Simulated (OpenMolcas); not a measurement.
# Pr³⁺ among point charges: CASSCF and CASPT2 levels and susceptibility

Aim: the splitting of the states of Pr³⁺ in the field of 8 point charges, its lowest levels with spin-orbit coupling and its magnetic susceptibility.

Method: state-averaged CASSCF and CASPT2, spin-orbit coupling by RASSI with atomic mean-field integrals. Code: OpenMolcas 26.06.

### 1 The atom as given

- Species: Pr³⁺ (praseodymium, Z = 59, 56 electrons)
- Basis: ANO-RCC-VDZP [7s6p4d2f1g], 68 functions
- Scalar Hamiltonian: DKH2, point nucleus
- Inactive shells: 1s 2s 2p 3s 3p 3d 4s 4p 4d 5s 5p
- Active space: 2 electrons in 7 orbitals (4f)
- Some configurations of this space: 4f2
- Orbitals: optimised for the highest spin of each parity, averaged over all roots

The outer shells:

4f2
```
4f [↑ ][↑ ][  ][  ][  ][  ][  ]
```

The ion sits among 8 point charges of -0.5 e arranged as a cube (Oh), 2.64 Å from the ion.

Each step is its own input file, run in one work folder so that later steps find the files of earlier ones. Labels, J, g values, rates, χT and fits are worked out afterwards by a script from the matrices that RASSI stores. The input lists half of the charges; inversion (Group=XYZ) makes the rest.

### 2 Basis and integrals

File a.inp:

```
&GATEWAY
Coord
1

Pr 0.0 0.0 0.0
Basis=ANO-RCC-VDZP
Group=XYZ
NoMove
AngMom=0.0 0.0 0.0
AMFI
XField
4 Angstrom 0
1.524205 1.524205 1.524205 -0.500000
1.524205 1.524205 -1.524205 -0.500000
1.524205 -1.524205 1.524205 -0.500000
1.524205 -1.524205 -1.524205 -0.500000
&SEWARD
```

Command:

```sh
> OMP_NUM_THREADS=1 MOLCAS_MEM=2252 MOLCAS_PROJECT=a pymolcas a.inp > a.log
```

Standard output:

```text
Basis set label: PR.ANO-RCC...7S6P4D2F1G.

      Electronic valence basis set:
      ------------------
      Associated Effective Charge  59.000000 au
      Associated Actual Charge     59.000000 au
      Nuclear Model: Point charge

      Shell  nPrim  nBasis  Cartesian Spherical Contaminant
         s      25       7        X
         p      22       6        X
         d      15       4                 X
         f      11       2                 X
         g       4       1                 X
                  Relativistic Douglas-Kroll-Hess integrals:
                    - DKH order of Hamiltonian: 2
                    - DKH order of Properties : 0
                  Atomic mean-field integrals
```

### 3 CASSCF: triplets of even parity, 21 roots

File a.inp:

```
&RASSCF
FileOrb=start.orb
Symmetry=1
Spin=3
nActEl=2 0 0
Inactive=15 12
Ras2=0 7
CIRoot=21 21 1
SDav=21
CIMx=300
Iter=120 100
PrWF=0.3
OrbListing=Nothing
MaxOrb=0
>>> COPY $Project.JobIph JOB001
```

start.orb holds the contracted functions of the basis, ordered by shell, or the orbitals of the step before.

Standard output, cut to the lines that bear on the results:

```text
[...]
      Number of active orbitals                  7
[...]
      Spin quantum number                      1.0
[...]
      Active orbitals                            0   7
[...]
      Number of CSFs                            21
      Number of root(s) required                21
[...]
      Convergence after  8 iterations
[...]
      Natural orbitals and occupation numbers for root  1
      sym 2:   0.606006  -0.000000   0.606006   0.024447   0.369546   0.024447   0.369546
      Natural orbitals and occupation numbers for root  2
      sym 2:   0.606260   0.024743   0.606260   0.024743   0.368997   0.368997  -0.000000
      Natural orbitals and occupation numbers for root  3
      sym 2:  -0.000000   0.024317   0.605721   0.369962   0.369962   0.024317   0.605721
::    RASSCF root number  1 Total energy:  -9230.89069892
::    RASSCF root number  2 Total energy:  -9230.89069892
::    RASSCF root number  3 Total energy:  -9230.89069892
[...]
::    RASSCF root number 18 Total energy:  -9230.86308679
::    RASSCF root number 19 Total energy:  -9230.76326789
::    RASSCF root number 20 Total energy:  -9230.76326789
::    RASSCF root number 21 Total energy:  -9230.76326789
```

### 4 CASSCF: singlets of even parity, 28 roots

File a.inp:

```
&RASSCF
FileOrb=start.orb
Symmetry=1
Spin=1
nActEl=2 0 0
Inactive=15 12
Ras2=0 7
CIRoot=28 28 1
SDav=28
CIMx=300
Iter=120 100
PrWF=0.3
OrbListing=Nothing
MaxOrb=0
CIOnly
>>> COPY $Project.JobIph JOB002
```

Command:

```sh
> OMP_NUM_THREADS=1 MOLCAS_MEM=2252 MOLCAS_PROJECT=a pymolcas a.inp > a.log
```

Standard output, cut to the lines that bear on the results:

```text
[...]
      Number of active orbitals                  7
[...]
      Spin quantum number                      0.0
[...]
      Active orbitals                            0   7
[...]
      Number of CSFs                            28
      Number of root(s) required                28
[...]
      Natural orbitals and occupation numbers for root  1
      sym 2:   0.691621   0.827126   0.140992   0.004435   0.319041   0.004568   0.012217
      Natural orbitals and occupation numbers for root  2
      sym 2:   0.787598   0.007418   0.758582   0.000223   0.009181   0.237705   0.199293
      Natural orbitals and occupation numbers for root  3
      sym 2:   0.025456   0.000090   0.790654   0.148099   0.186964   0.033905   0.814833
::    RASSCF root number  1 Total energy:  -9230.85963566
::    RASSCF root number  2 Total energy:  -9230.85963566
::    RASSCF root number  3 Total energy:  -9230.85963566
[...]
::    RASSCF root number 25 Total energy:  -9230.77368187
::    RASSCF root number 26 Total energy:  -9230.77368187
::    RASSCF root number 27 Total energy:  -9230.77358561
::    RASSCF root number 28 Total energy:  -9230.60685836
```

CIOnly: the orbitals of an earlier block are kept, and only the CI is solved.

### 5 RASSI: spin-orbit coupling between the states

File a.inp:

```
&RASSI
NrOfJobIphs=2 21 27
1 2 3 4 5 6 7 8 9 10 11 12 13 14 15 16 17 18 19 20 21
1 2 3 4 5 6 7 8 9 10 11 12 13 14 15 16 17 18 19 20 21 22 23 24 25 26 27
IphNames
JOB001
JOB002
EJob
SpinOrbit
DIPRint=1.0
SOCoupling=1000.0
Subsets=2
Property=9
'ANGMOM' 1 'ANGMOM' 2 'ANGMOM' 3 'MLTPL  1' 1 'MLTPL  1' 2 'MLTPL  1' 3
'AMFI' 1 'AMFI' 2 'AMFI' 3
SOProperty=3
'ANGMOM' 1 'ANGMOM' 2 'ANGMOM' 3
```

Standard output, cut to the lines that bear on the results:

```text
SPIN-FREE ENERGIES:
  (Shifted by EMIN (a.u.) =      -9230.8906989242)
 SF State       Relative EMIN(au)   Rel lowest level(eV)    D:o, cm**(-1)      L_eff
     1             0.0000000000        0.0000000000              0.0000         5.0
     2             0.0000000000        0.0000000000              0.0000         5.0
     3             0.0000000000        0.0000000000              0.0000         5.0
     4             0.0000298198        0.0008114376              6.5447         5.0
     5             0.0000298198        0.0008114376              6.5447         5.0
     6             0.0004165870        0.0113359105             91.4303         5.0
     7             0.0004165870        0.0113359105             91.4303         5.0
     8             0.0004165870        0.0113359105             91.4303         5.0
     9             0.0004336732        0.0118008498             95.1803         5.0
    10             0.0004336732        0.0118008498             95.1803         5.0
[...]
Eigenvalues of complex Hamiltonian:
   -----------------------------------
  (Shifted by EMIN (a.u.) =      -9230.8906989242)
 SO State       Relative EMIN(au)   Rel lowest level(eV)    D:o, cm**(-1)     J-value
     1            -0.0122300778        0.0000000000              0.0000         3.1
     2            -0.0122300778        0.0000000000              0.0000         3.2
     3            -0.0122300778        0.0000000000              0.0000         3.3
     4            -0.0119351522        0.0080253324             64.7287         3.5
     5            -0.0119351522        0.0080253322             64.7287         2.8
     6            -0.0118940119        0.0091448176             73.7579         1.6
     7            -0.0118940119        0.0091448177             73.7579         3.8
     8            -0.0118940119        0.0091448177             73.7579         3.8
     9            -0.0118382167        0.0106630817             86.0036         3.2
    10            -0.0017729500        0.2845529438           2295.0743         3.7
    11            -0.0017729500        0.2845529439           2295.0743         4.1
[...]
```

Time for these steps: 15 s (1 thread of Intel Xeon Platinum 8259CL at 2.50GHz (Skylake/Cascade Lake), shared host).

States without spin-orbit coupling:

```tsv
state	degeneracy	E (cm-1)	free-ion L (%)
3T1	3	0	H (100)
3E	2	7	H (100)
3T1	3	91	H (100)
3T2	3	95	H (100)
3A2	1	5970	F (100)
3T2	3	6031	F (100)
3T1	3	6060	F (100)
1T2	3	6818	G (100)
1E	2	6849	G (100)
1T1	3	6892	G (100)
1A1	1	6953	G (100)
1E	2	21068	D (100)
1T2	3	21187	D (100)
1E	2	25540	I (100)
1T2	3	25546	I (100)
1A2	1	25561	I (100)
1T2	3	25661	I (100)
1T1	3	25682	I (100)
1A1	1	25703	I (100)
3T1	3	27968	P (100)
```

With spin-orbit coupling:

```csv
E (cm-1),Degeneracy,Label,2S+1,J,abs mJ (%)
0.0,3,T2,3,4.00,3 (58)
64.7,2,E,3,4.00,2 (50)
73.8,3,T1,3,4.00,1 (58)
86.0,1,A1,3,4.00,0 (58)
2295,3,T1,3,5.00,3 (56)
2301,2,E,3,5.00,2 (50)
2350,3,T2,3,5.00,2 (33)
2358,3,T1,3,5.00,5 (35)
4685,1,A1,3,6.00,4 (87)
4697,3,T1,3,6.00,4 (33)
4705,3,T2,3,6.00,5 (43)
4774,2,E,3,6.00,0 (44)
4775,3,T2,3,6.00,1 (51)
4777,1,A2,3,6.00,2 (69)
6841,3,T2,3,2.00,1 (67)
6863,2,E,3,2.00,2 (50)
8269,3,T2,3,3.72,3 (48)
8306,1,A2,3,3.00,2 (100)
8311,3,T1,3,3.24,3 (35)
8318,2,E,1,4.00,2 (50)
8321,3,T2,3,3.33,3 (35)
8349,3,T1,3,3.81,1 (51)
8372,1,A1,1,4.00,0 (58)
11372,3,T2,3,4.00,3 (58)
```

Powder χT (cm³ K/mol): 1.04 at 2 K, 1.07 at 5 K, 1.13 at 10 K, 1.25 at 20 K, 1.49 at 50 K, 1.59 at 100 K, 1.62 at 150 K, 1.63 at 200 K, 1.64 at 250 K, 1.64 at 300 K.

Stevens parameters of the J = 4 multiplet, 86 cm⁻¹ wide (cm⁻¹): B40 = 2.925e-02, B44 = 1.463e-01, B60 = 1.147e-04, B64 = -2.410e-03.

### 6 CASPT2: IPEA 0.25, imaginary shift 0.1 (closed shells correlated: 5s 5p)

File a.inp:

```
>>> COPY JOB001 $Project.JobIph
&CASPT2
Multistate=21 1 2 3 4 5 6 7 8 9 10 11 12 13 14 15 16 17 18 19 20 21
NoMult
Frozen=14 9
IPEA=0.25
Imaginary=0.1
MaxIter=60
WThr=0.0 0.3 0.05
PrWF=0.5
NoMix
>>> COPY JOB002 $Project.JobIph
&CASPT2
Multistate=27 1 2 3 4 5 6 7 8 9 10 11 12 13 14 15 16 17 18 19 20 21 22
23 24 25 26 27
NoMult
Frozen=14 9
IPEA=0.25
Imaginary=0.1
MaxIter=60
WThr=0.0 0.3 0.05
PrWF=0.5
NoMix
```

Command:

```sh
> OMP_NUM_THREADS=1 MOLCAS_MEM=2252 MOLCAS_PROJECT=a pymolcas a.inp > a.log
```

Standard output:

```text
Orbital specifications:
      -----------------------

      Symmetry species                           1   2
                                                ag  au
      Frozen orbitals                           14   9
      Inactive orbitals                          1   3
      Active orbitals                            0   7
      Secondary orbitals                        21  13
      Deleted orbitals                           0   0
      Number of basis functions                 36  32
Type of calculation                        SS-CASPT2
      Fock operator                              state-specific
      IPEA shift                                 0.25
      Real shift                                 0.00
      Imaginary shift                            0.10
      The input orbitals will be transformed to quasi-canonical
Reference energy:       -9230.8906989242
      E2 (Non-variational):      -0.2008874688
      Shift correction:          -0.0002026617
      E2 (Variational):          -0.2010901305
      Total energy:           -9231.0917890547
      Residual norm:              0.0000005507
      Reference weight:           0.94268
      Contributions to the CASPT2 correlation energy
      Active & Virtual Only:         -0.0033810306
      One Inactive Excited:          -0.0514644579
      Two Inactive Excited:          -0.1460419803
Reference energy:       -9230.8906989242
      E2 (Non-variational):      -0.2007267052
      Shift correction:          -0.0002017393
      E2 (Variational):          -0.2009284445
      Total energy:           -9231.0916273687
      Residual norm:              0.0000005608
      Reference weight:           0.94279
      Contributions to the CASPT2 correlation energy
      Active & Virtual Only:         -0.0033819268
      One Inactive Excited:          -0.0513035570
      Two Inactive Excited:          -0.1460412214
::    CASPT2 Root  1     Total energy:  -9231.09178905
::    CASPT2 Root  2     Total energy:  -9231.09162737
::    CASPT2 Root  3     Total energy:  -9231.09171147
::    CASPT2 Root  4     Total energy:  -9231.09130229
::    CASPT2 Root  5     Total energy:  -9231.09139235
::    CASPT2 Root  6     Total energy:  -9231.09114147
::    CASPT2 Root  7     Total energy:  -9231.09115504
::    CASPT2 Root  8     Total energy:  -9231.09117622
::    CASPT2 Root  9     Total energy:  -9231.09126041
::    CASPT2 Root 10     Total energy:  -9231.09127030
::    CASPT2 Root 11     Total energy:  -9231.09126413
::    CASPT2 Root 12     Total energy:  -9231.06919059
::    CASPT2 Root 13     Total energy:  -9231.06912288
::    CASPT2 Root 14     Total energy:  -9231.06914810
::    CASPT2 Root 15     Total energy:  -9231.06912242
::    CASPT2 Root 16     Total energy:  -9231.06954470
::    CASPT2 Root 17     Total energy:  -9231.06953134
::    CASPT2 Root 18     Total energy:  -9231.06953853
::    CASPT2 Root 19     Total energy:  -9230.98341127
::    CASPT2 Root 20     Total energy:  -9230.98339752
::    CASPT2 Root 21     Total energy:  -9230.98338770
Orbital specifications:
      -----------------------

      Symmetry species                           1   2
                                                ag  au
      Frozen orbitals                           14   9
      Inactive orbitals                          1   3
      Active orbitals                            0   7
      Secondary orbitals                        21  13
      Deleted orbitals                           0   0
      Number of basis functions                 36  32
Type of calculation                        SS-CASPT2
      Fock operator                              state-specific
      IPEA shift                                 0.25
      Real shift                                 0.00
      Imaginary shift                            0.10
      The input orbitals will be transformed to quasi-canonical
Reference energy:       -9230.8596356617
      E2 (Non-variational):      -0.2016801405
      Shift correction:          -0.0002861723
      E2 (Variational):          -0.2019663128
      Total energy:           -9231.0616019745
      Residual norm:              0.0000002487
      Reference weight:           0.94073
      Contributions to the CASPT2 correlation energy
      Active & Virtual Only:         -0.0059394529
      One Inactive Excited:          -0.0497596018
      Two Inactive Excited:          -0.1459810859
Reference energy:       -9230.8596356617
      E2 (Non-variational):      -0.2016958850
      Shift correction:          -0.0002836235
      E2 (Variational):          -0.2019795084
      Total energy:           -9231.0616151701
      Residual norm:              0.0000002398
      Reference weight:           0.94075
      Contributions to the CASPT2 correlation energy
      Active & Virtual Only:         -0.0059239194
      One Inactive Excited:          -0.0497921312
      Two Inactive Excited:          -0.1459798343
::    CASPT2 Root  1     Total energy:  -9231.06160197
::    CASPT2 Root  2     Total energy:  -9231.06161517
::    CASPT2 Root  3     Total energy:  -9231.06130882
::    CASPT2 Root  4     Total energy:  -9231.06105408
::    CASPT2 Root  5     Total energy:  -9231.06093347
::    CASPT2 Root  6     Total energy:  -9231.06140823
::    CASPT2 Root  7     Total energy:  -9231.06164908
::    CASPT2 Root  8     Total energy:  -9231.06427473
::    CASPT2 Root  9     Total energy:  -9231.06018778
::    CASPT2 Root 10     Total energy:  -9231.01048552
::    CASPT2 Root 11     Total energy:  -9231.01036872
::    CASPT2 Root 12     Total energy:  -9231.01041089
::    CASPT2 Root 13     Total energy:  -9231.01059154
::    CASPT2 Root 14     Total energy:  -9231.01033201
::    CASPT2 Root 15     Total energy:  -9230.98385128
::    CASPT2 Root 16     Total energy:  -9230.98384990
::    CASPT2 Root 17     Total energy:  -9230.98169297
::    CASPT2 Root 18     Total energy:  -9230.98170584
::    CASPT2 Root 19     Total energy:  -9230.98129171
::    CASPT2 Root 20     Total energy:  -9230.98534364
::    CASPT2 Root 21     Total energy:  -9230.98409716
::    CASPT2 Root 22     Total energy:  -9230.98401943
::    CASPT2 Root 23     Total energy:  -9230.98401251
::    CASPT2 Root 24     Total energy:  -9230.98391265
::    CASPT2 Root 25     Total energy:  -9230.98342680
::    CASPT2 Root 26     Total energy:  -9230.98352119
::    CASPT2 Root 27     Total energy:  -9230.98408686
```

Time for this run: 15 s (1 thread of Intel Xeon Platinum 8259CL at 2.50GHz (Skylake/Cascade Lake), shared host).

SS-CASPT2: lowest energy less the reference's lowest, -0.2010 hartree; reference weights 0.926 to 0.943.

Spin-free states, with their symmetry labels:

```tsv
state	degeneracy	E (cm-1)	free-ion L (%)
3T1	3	0	H (100)
3E	2	79	H (100)
3T2	3	98	H (100)
3T1	3	121	H (100)
3T1	3	4866	F (100)
3A2	1	4942	F (100)
3T2	3	4955	F (100)
1T1	3	6423	G (100)
1T2	3	6628	G (100)
1E	2	6741	G (100)
1A1	1	6918	G (100)
1T2	3	17835	D (100)
1E	2	17839	D (100)
1A2	1	23345	I (100)
1A1	1	23620	I (100)
1T2	3	23630	I (100)
1E	2	23672	I (100)
1T1	3	23723	I (100)
3T1	3	23771	P (100)
1T2	3	24174	I (100)
```

With spin-orbit coupling:

```csv
E (cm-1),Degeneracy,Label,2S+1,J,abs mJ (%)
0,3,T2,3,4.00,3 (58)
46,2,E,3,4.00,2 (50)
63,3,T1,3,4.00,1 (58)
91,1,A1,3,4.00,0 (58)
2280,2,E,3,5.00,2 (50)
2310,3,T1,3,5.00,3 (60)
2350,3,T2,3,5.00,2 (33)
2360,3,T1,3,5.00,1 (35)
4660,1,A1,3,6.00,4 (87)
4700,3,T1,3,6.00,4 (33)
4720,3,T2,3,6.00,5 (41)
4750,1,A2,3,6.00,2 (69)
4770,3,T2,3,6.00,1 (53)
4770,2,E,3,6.00,0 (44)
5660,2,E,3,2.00,2 (50)
5690,3,T2,3,2.00,1 (67)
7150,3,T2,3,3.00,1 (42)
7180,3,T1,3,3.01,3 (41)
7210,1,A2,3,3.00,2 (100)
7500,3,T1,3,3.99,1 (58)
7600,3,T2,3,4.00,3 (58)
7640,2,E,3,4.00,2 (50)
7650,1,A1,3,4.00,0 (58)
10630,3,T1,1,4.00,1 (58)
```

Powder χT (cm³ K/mol): 1.04 at 2 K, 1.09 at 5 K, 1.17 at 10 K, 1.31 at 20 K, 1.52 at 50 K, 1.60 at 100 K, 1.62 at 150 K, 1.63 at 200 K, 1.64 at 250 K, 1.64 at 300 K.

### 7 The methods side by side

A. CASSCF
B. SS-CASPT2, IPEA 0.25, imaginary shift 0.1 (closed shells correlated: 5s 5p)

```tsv
method	ground state	first state of that spin (cm-1)	first gap with spin-orbit (cm-1)	χT at 300 K
A	3T1	3E 6.545	64.7	1.64
B	3T1	3E 79.44	46.2	1.64
```

### 8 Summary of results

```
                                            quantity                                                                        value
                                              method  SS-CASPT2, IPEA 0.25, imaginary shift 0.1 (closed shells correlated: 5s 5p)
                              spin-free ground state                                              3T1, 3-fold in its orbital part
first state of the same spin within the active space                                                              3E at 79.4 cm⁻¹
                                        lowest level                                                                    3-fold T2
                                          next level                                                                    46.2 cm⁻¹
                                         χT at 300 K                                                               1.64 cm³ K/mol
                           effective moment at 300 K                                                                      3.63 μB
```

Cost by method:

```tsv
method	time of its own steps	time with the reference
A. CASSCF	15 s	15 s
B. SS-CASPT2, IPEA 0.25, imaginary shift 0.1, +5s 5p	15 s	30 s
```

Times are of one thread on a shared host.

What this shows: The spin-free ground state (3T1) comes to 100 % from free-ion H terms and keeps the highest spin of the shell. The singlets rest on orbitals optimised for another spin in at least one step, which raises them against the optimised states. Not all states of the active space went into the spin-orbit step. CASPT2 does not keep the components of a term degenerate, and the means are used. Point charges carry no covalency, so the field is a model and not that of real ligands.
